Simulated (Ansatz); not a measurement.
# BClF2H2O: the cost of one run

Program: Ansatz 0.2.0. Level of theory: RHF/def2-SVP. These are calculated values, not measurements.

### Step 1. The system as given

Bond lengths: B1–O2 1.760 Å, O2–H3 1.010 Å, B1–F4 1.320 Å, B1–F5 1.320 Å, B1–Cl6 2.160 Å, O2–H7 1.123 Å, Cl6–H7 1.362 Å. Angles: B1–O2–H3 109.5°, B1–O2–H7 85.7°, H3–O2–H7 110.2°, O2–B1–F4 120.0°, O2–B1–F5 120.0°, O2–B1–Cl6 71.6°, F4–B1–F5 120.0°, F4–B1–Cl6 96.8°, F5–B1–Cl6 101.3°, B1–Cl6–H7 65.3°, O2–H7–Cl6 137.3°.

As a file:

```xyz
7

B     0.0000    0.0000    0.0000
O     0.0000    0.0000    1.7600
H    -0.9095   -0.2814    2.0971
F     1.1431    0.0000   -0.6600
F    -1.1431    0.0000   -0.6600
Cl    0.0968    2.0475    0.6811
H     0.0529    1.1186    1.6763
```

### Step 2. Pulling towards end A

Springs on the bonds that form and break draw the guess towards this end; the thresholds are loose.

The input, input.yaml:

```yaml
crystal:
  periodic: [false, false, false]
  atoms:
    - { symbol: B, position_ang: [0.0, 0.0, 0.0] }
    - { symbol: O, position_ang: [0.0, 0.0, 1.76] }
    - { symbol: H, position_ang: [-0.9095, -0.2814, 2.0971] }
    - { symbol: F, position_ang: [1.1431, 0.0, -0.66] }
    - { symbol: F, position_ang: [-1.1431, 0.0, -0.66] }
    - { symbol: Cl, position_ang: [0.0968, 2.0475, 0.6811] }
    - { symbol: H, position_ang: [0.0529, 1.1186, 1.6763] }
basis:
  gaussian: { orbitals: def2-SVP }
hamiltonian:
  xc: hf
relax:
  f_tol: 0.15
  max_steps: 25
  restrain:
    - { distance: [0, 5], at: 3.06, k: 30.0 }
    - { distance: [6, 1], at: 2.21, k: 30.0 }
    - { distance: [0, 1], at: 1.41, k: 30.0 }
    - { distance: [6, 5], at: 1.37, k: 30.0 }
```

The run is started by

```sh
ansatz run input.yaml --threads 1 --pin off --max-ram 2048MiB --backend cpu --events-out ev --progress --plain --runs-dir out
```

**Question.** How long does this run take on 1 thread of Arm Neoverse V2, shared host, and how much memory does it need?

About 15 s, with a peak of 0.15 GiB.
